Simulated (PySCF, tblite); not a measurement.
# Si₃₄H₅₄: electronic excitations, NMR shifts

Aim: compute the electronic excitations, NMR shifts of Si₃₄H₅₄.

Computed with tblite 0.8.0 and PySCF 2.14.0 and routines of our own; the level stands in each step. Atoms count from 0.

## 1. The starting structure

88 atoms, charge 0, multiplicity 1; geometry from: force field, distance geometry or constructed start.

## 2. Optimising the geometry with GFN2-xTB

The job: settings as JSON, then the geometry in Å.

```
{"job": {"kind": "relax", "xc": "GFN2-xTB", "basis": "xTB"}, "charge": 0, "multiplicity": 1}
Si     3.862400     1.111800    -0.376600
Si     1.925500     2.229700     0.368100
Si     0.005200     1.111300    -0.374000
Si    -0.000700    -1.109200     0.368800
Si     1.927700    -2.228300    -0.371600
Si     3.854200    -1.114100     0.372400
Si   -11.572300     1.115300    -0.378300
Si   -13.497700     2.229800     0.376500
Si   -15.427100     1.111500    -0.375400
Si   -15.432600    -1.114400     0.376600
Si   -13.503200    -2.228300    -0.377100
Si   -11.574900    -1.115600     0.375000
Si    15.426400     1.114300    -0.370000
Si    13.503300     2.226500     0.372300
Si    11.570200     1.118700    -0.374800
Si    11.570500    -1.113000     0.381300
Si    13.501500    -2.225200    -0.374100
Si    15.428700    -1.117000     0.374000
Si    -3.858100     1.115400    -0.372500
Si    -5.783400     2.228000     0.377700
Si    -7.717200     1.117400    -0.373500
Si    -7.715800    -1.112100     0.374800
Si    -5.782800    -2.222500    -0.368400
Si    -3.861700    -1.117900     0.373500
Si    -1.928200     2.229700     0.375900
Si    -1.934800    -2.228000    -0.372500
Si     7.715600     1.115900    -0.375700
Si     5.785600     2.227700     0.376200
Si     5.786800    -2.226700    -0.377000
Si     7.716000    -1.113200     0.378400
Si     9.647300     2.227700     0.373900
Si     9.641800    -2.225800    -0.374800
Si    -9.644700     2.227200     0.373100
Si    -9.641600    -2.228400    -0.371300
H      3.858700     1.115400    -1.818300
H      1.929200     2.229300     1.812100
H      1.927900     3.585900    -0.106100
H      0.000900     1.116100    -1.817600
H      0.001100    -1.117500     1.814900
H      1.923900    -2.223700    -1.813800
H      1.928600    -3.588100     0.105800
H      3.863400    -1.119200     1.818700
H    -11.567500     1.114600    -1.818600
H    -13.498500     2.226600     1.813200
H    -13.504800     3.587500    -0.099600
H    -15.431700     1.115200    -1.818400
H    -16.604100     1.793000     0.101400
H    -15.430100    -1.111000     1.817300
H    -16.604900    -1.792500    -0.101800
H    -13.499200    -2.226400    -1.813000
H    -13.502000    -3.593100     0.105100
H    -11.565800    -1.112300     1.814700
H     15.429400     1.113200    -1.814900
H     16.603100     1.791300     0.099000
H     13.501800     2.226200     1.816500
H     13.500600     3.588800    -0.101400
H     11.579000     1.107900    -1.816900
H     11.575100    -1.106000     1.814300
H     13.501200    -2.227800    -1.811000
H     13.500200    -3.583800     0.101000
H     15.426000    -1.112700     1.816500
H     16.610400    -1.793200    -0.103900
H     -3.855800     1.114300    -1.814200
H     -5.786400     2.230600     1.816100
H     -5.780500     3.589100    -0.100000
H     -7.719800     1.115400    -1.813700
H     -7.712500    -1.110500     1.813800
H     -5.783700    -2.228800    -1.809100
H     -5.790200    -3.591100     0.097000
H     -3.860200    -1.117000     1.820900
H     -1.929700     2.223100     1.818300
H     -1.930500     3.582100    -0.099400
H     -1.926800    -2.228400    -1.810800
H     -1.928300    -3.580900     0.103500
H      7.719600     1.113900    -1.818700
H      5.793500     2.225500     1.814400
H      5.784100     3.585200    -0.101300
H      5.786800    -2.225100    -1.809600
H      5.785800    -3.589500     0.098500
H      7.712900    -1.118600     1.817500
H      9.642200     2.226200     1.815000
H      9.639500     3.583200    -0.100000
H      9.645600    -2.228400    -1.809600
H      9.639800    -3.586800     0.101300
H     -9.652100     2.232900     1.816100
H     -9.646800     3.592000    -0.100200
H     -9.642400    -2.228900    -1.814700
H     -9.648300    -3.583400     0.100900
```

Started as:

```sh
$ OMP_NUM_THREADS=8 python large_run.py task.json out
```

The driver reads the jobs from task.json and runs them one after another.

Output:

```text
step      E/eV     max force
  0   -2334.74978    1.452
  1   -2335.49544    0.676
  2   -2335.72704    0.160
  3   -2335.75129    0.162
  4   -2335.81085    0.205
  5   -2335.86204    0.251
  6   -2335.89900    0.174
  7   -2335.91464    0.143
  8   -2335.92952    0.121
  9   -2335.95171    0.164
 10   -2335.97623    0.210
 11   -2335.99202    0.158
 12   -2335.99839    0.073
 13   -2336.00134    0.058
 14   -2336.00407    0.069
 15   -2336.00803    0.109
 16   -2336.01359    0.145
 17   -2336.02118    0.153
 18   -2336.03081    0.135
 19   -2336.04204    0.137
 20   -2336.05386    0.148
 21   -2336.06547    0.176
 22   -2336.07828    0.183
 23   -2336.09211    0.178
 24   -2336.10646    0.250
 25   -2336.12131    0.247
 26   -2336.13636    0.182
 27   -2336.14998    0.178
 28   -2336.16040    0.137
 29   -2336.16688    0.115
 30   -2336.17059    0.088
 31   -2336.17366    0.077
 32   -2336.17716    0.090
 33   -2336.18136    0.115
 34   -2336.18599    0.107
 35   -2336.19067    0.090
 36   -2336.19550    0.090
 37   -2336.20085    0.103
 38   -2336.20634    0.119
 39   -2336.21133    0.122
 40   -2336.21566    0.112
 41   -2336.21958    0.093
 42   -2336.22366    0.116
 43   -2336.22846    0.126
 44   -2336.23419    0.163
 45   -2336.24074    0.164
 46   -2336.24763    0.126
 47   -2336.25425    0.108
 48   -2336.25990    0.109
 49   -2336.26408    0.077
 50   -2336.26735    0.076
 51   -2336.27015    0.073
 52   -2336.27289    0.081
 53   -2336.27560    0.079
 54   -2336.27810    0.063
 55   -2336.28018    0.080
 56   -2336.28192    0.075
 57   -2336.28354    0.062
 58   -2336.28507    0.071
 59   -2336.28647    0.062
 60   -2336.28769    0.067
 61   -2336.28870    0.060
 62   -2336.28946    0.034
 63   -2336.29002    0.040
 64   -2336.29048    0.037
 65   -2336.29093    0.041
 66   -2336.29139    0.041
 67   -2336.29178    0.027
 68   -2336.29203    0.019
```

Run time: 88 s. Hardware: 8 threads of AMD EPYC 7R43, shared host; peak memory 0.13 GiB.

Relaxation path:

| step | energy from step 0 (eV) | largest force (eV/Å) |
| --- | --- | --- |
| 0 | 0.0000 | 1.4515 |
| 1 | -0.7457 | 0.6760 |
| 2 | -0.9773 | 0.1602 |
| 3 | -1.0015 | 0.1619 |
| 4 | -1.0611 | 0.2048 |
| 5 | -1.1123 | 0.2515 |
| 6 | -1.1492 | 0.1742 |
| 7 | -1.1649 | 0.1422 |
| 8 | -1.1797 | 0.1212 |
| 13 | -1.2516 | 0.0580 |
| 18 | -1.2810 | 0.1352 |
| 23 | -1.3423 | 0.1781 |
| 28 | -1.4106 | 0.1367 |
| 33 | -1.4316 | 0.1145 |
| 38 | -1.4566 | 0.1183 |
| 43 | -1.4787 | 0.1258 |
| 48 | -1.5101 | 0.1089 |
| 53 | -1.5258 | 0.0788 |
| 58 | -1.5353 | 0.0717 |
| 64 | -1.5407 | 0.0380 |
| 65 | -1.5412 | 0.0410 |
| 66 | -1.5416 | 0.0411 |
| 67 | -1.5420 | 0.0272 |
| 68 | -1.5422 | 0.0193 |

Close pairs (by a distance rule), those that changed most:

```
    bond  before (Å)  after (Å)  change (Å)
Si15–H57       1.433      1.488      +0.055
Si21–H66       1.439      1.488      +0.049
Si29–H79       1.439      1.488      +0.048
Si11–H51       1.440      1.487      +0.048
Si20–H65       1.440      1.488      +0.048
 Si6–H42       1.440      1.487      +0.047
Si18–H62       1.442      1.488      +0.047
 Si0–H34       1.442      1.488      +0.046
```

The next job starts from the end point, and lists it.

## 3. Electronic excitations: TDA PBE0/6-31G*

The job: settings as JSON, then the geometry in Å.

```
{"job": {"kind": "uv", "basis": "6-31G*", "grid": 1, "kgrid": 0, "vcut": 1.5, "nstates": 6, "ntriplets": 2, "tda": true, "delta": [], "pop": true, "xc": "PBE0"}, "charge": 0, "multiplicity": 1}
Si     4.005579     1.146213    -0.279430
Si     2.003806     2.190120     0.330059
Si    -0.000062     1.145988    -0.275323
Si     0.000049    -1.147351     0.276871
Si     2.003243    -2.189764    -0.332104
Si     4.004533    -1.146057     0.276936
Si   -12.008434     1.145552    -0.283886
Si   -14.000259     2.210986     0.320514
Si   -15.930274     1.104298    -0.363001
Si   -15.929370    -1.103555     0.363537
Si   -13.999830    -2.208748    -0.320261
Si   -12.007777    -1.143986     0.284341
Si    15.929894     1.104198    -0.363287
Si    13.999344     2.209668     0.321486
Si    12.007207     1.144450    -0.283168
Si    12.008424    -1.145212     0.284723
Si    14.000260    -2.210664    -0.320547
Si    15.929377    -1.103424     0.363824
Si    -4.004919     1.145553    -0.275900
Si    -6.009428     2.187783     0.329707
Si    -8.011732     1.145098    -0.278459
Si    -8.010941    -1.145755     0.279943
Si    -6.008237    -2.186898    -0.327573
Si    -4.005107    -1.146370     0.280491
Si    -2.002647     2.190257     0.334168
Si    -2.004462    -2.190214    -0.329724
Si     8.010981     1.145432    -0.278936
Si     6.009191     2.187333     0.327401
Si     6.008690    -2.188024    -0.329501
Si     8.010294    -1.145078     0.279648
Si    10.011342     2.184664     0.337003
Si    10.011211    -2.185332    -0.335456
Si   -10.012535     2.185779     0.336631
Si   -10.011908    -2.183846    -0.336394
H      4.009121     1.143648    -1.767488
H      2.007718     2.286069     1.802065
H      2.005715     3.600459    -0.098995
H     -0.001828     1.145177    -1.763410
H      0.000728    -1.145498     1.765271
H      2.005568    -2.285281    -1.803921
H      2.005689    -3.600380     0.094888
H      4.008911    -1.142657     1.764982
H    -12.012420     1.131193    -1.771037
H    -14.010345     2.291947     1.791949
H    -13.999593     3.624469    -0.087907
H    -15.969132     1.115621    -1.835931
H    -17.165292     1.815613     0.001050
H    -15.970059    -1.115648     1.836113
H    -17.163771    -1.814745    -0.001430
H    -14.010415    -2.290063    -1.791438
H    -13.999378    -3.622150     0.087206
H    -12.012348    -1.129610     1.771673
H     15.969085     1.115465    -1.836263
H     17.164375     1.815679     0.002402
H     14.010147     2.290539     1.793061
H     13.999507     3.623616    -0.085577
H     12.011598     1.130703    -1.770293
H     12.012001    -1.131812     1.772236
H     14.010724    -2.290425    -1.792108
H     14.000769    -3.624075     0.088121
H     15.970833    -1.115716     1.836547
H     17.163743    -1.814908    -0.001071
H     -4.007497     1.144105    -1.764106
H     -6.021290     2.276204     1.802059
H     -6.018635     3.600509    -0.090833
H     -8.027890     1.142556    -1.766201
H     -8.027414    -1.141915     1.767571
H     -6.018762    -2.276240    -1.799794
H     -6.016859    -3.598771     0.094891
H     -4.009014    -1.142429     1.768101
H     -2.005084     2.283832     1.806356
H     -2.004697     3.601830    -0.091287
H     -2.007911    -2.285254    -1.801701
H     -2.006386    -3.600980     0.097410
H      8.028558     1.141661    -1.766365
H      6.019379     2.276400     1.799406
H      6.018398     3.599828    -0.092621
H      6.021322    -2.276480    -1.801947
H      6.017835    -3.600310     0.092534
H      8.026690    -1.141198     1.767151
H     10.029761     2.257609     1.809284
H     10.025823     3.602631    -0.063037
H     10.029508    -2.257831    -1.808100
H     10.025009    -3.603348     0.065699
H    -10.029872     2.257913     1.809165
H    -10.024784     3.603771    -0.064071
H    -10.029419    -2.254896    -1.808809
H    -10.024270    -3.602069     0.062406
```

Method: TDA PBE0/6-31G*, vertical, gas phase, core orbitals frozen in the response, virtual orbitals cut by energy.

Output:

```text
start: PBE on a coarse grid of 84690 points
cycle   1  E = -9870.3614875136  dE =  9.928e-01  |g| = 3.877e-01  |ddm| = 8.670e+00
cycle   2  E = -9870.4049956012  dE = -4.351e-02  |g| = 1.919e-01  |ddm| = 9.838e-01
cycle   3  E = -9870.4153117921  dE = -1.032e-02  |g| = 1.227e-01  |ddm| = 6.274e-01
cycle   4  E = -9870.4219556382  dE = -6.644e-03  |g| = 1.978e-02  |ddm| = 2.947e-01
cycle   5  E = -9870.4221032609  dE = -1.476e-04  |g| = 6.299e-03  |ddm| = 4.834e-02
final grid: 327494 points
cycle   6  E = -9870.7545601814  dE = -2.274e-02  |g| = 3.225e-02  |ddm| = 6.151e-01
cycle   7  E = -9870.7548411620  dE = -2.810e-04  |g| = 1.927e-02  |ddm| = 1.169e-01
cycle   8  E = -9870.7549795520  dE = -1.384e-04  |g| = 8.427e-03  |ddm| = 5.708e-02
cycle   9  E = -9870.7550076371  dE = -2.809e-05  |g| = 1.811e-03  |ddm| = 1.976e-02
cycle  10  E = -9870.7550138708  dE = -6.234e-06  |g| = 2.768e-04  |ddm| = 3.731e-03
cycle  11  E = -9870.7550130353  dE =  8.356e-07  |g| = 1.336e-04  |ddm| = 7.999e-04
cycle  12  E = -9870.7550138037  dE = -7.684e-07  |g| = 2.071e-05  |ddm| = 3.048e-04
converged SCF energy = -9870.7550138037

Static polarisability (au): isotropic 1183.441, principal 566.957 897.339 2086.026

Singlet excitations
state   eV       nm        f      main configurations
  1   3.9814    311.4   0.00000   H->L 0.91
  2   4.3626    284.2   0.00056   H-1->L 0.70, H->L+2 0.23
  3   4.4663    277.6   0.00000   H-2->L 0.90
  4   4.5408    273.0   0.01344   H-3->L 0.81
  5   4.5729    271.1   5.59180   H->L+1 0.92
  6   4.6583    266.2   0.00003   H-4->L 0.74, H-3->L+2 0.11

Triplet excitations (Tamm-Dancoff, eV): 3.7918 4.0831
```

It took 2.4 min on 8 threads of AMD EPYC 7R43, shared host; peak memory 4 GiB.

The orbitals next to the gap, with their largest atomic shares:

| orbital | eV | atoms |
| --- | --- | --- |
| HOMO−4 | -7.61 | Si15 7 %, Si14 7 %, Si6 7 % |
| HOMO−3 | -7.52 | Si26 7 %, Si29 7 %, Si20 7 % |
| HOMO−2 | -7.50 | Si2 7 %, Si3 7 %, Si18 6 % |
| HOMO−1 | -7.36 | Si31 5 %, Si32 5 %, Si30 5 % |
| HOMO | -7.04 | Si24 5 %, Si1 5 %, Si4 5 % |
| LUMO | -2.34 | Si3 6 %, Si2 6 %, Si23 5 % |
| LUMO+1 | -1.89 | Si1 5 %, Si25 5 %, Si24 5 % |
| LUMO+2 | -1.76 | Si29 5 %, Si20 5 %, Si21 4 % |
| LUMO+3 | -1.37 | Si30 4 %, Si32 4 %, Si33 4 % |

With each of the 6 states as a Gaussian band of 0.4 eV half-width at 1/e, the curve within the window shown has maxima at 271 nm (ε 230,000) L/(mol cm). Beyond the last state computed it falls off for lack of states. The curve at chosen wavelengths:

(nm, ε (L/mol/cm)): (250, 89667), (255, 135018), (259, 170830), (264, 206619), (269, 225206), (273, 225509), (278, 209323), (282, 186594), (287, 151846), (292, 116082), (296, 89919), (301, 62431), (306, 41413), (310, 28955), (315, 17908), (320, 10717), (324, 6958), (329, 3960), (334, 2201), (338, 1355), (343, 727), (347, 437), (352, 228), (357, 117), (361, 69), (366, 35)

Further results of this job:

| property | computed |
| --- | --- |
| dipole moment (D) | 0.02 |
| polarisability (Å³) | 175.37 |
| HOMO–LUMO gap (eV) | 4.70 |
| −ε(HOMO) (eV) | 7.04 |

(Part 1 of 2 ends here.)
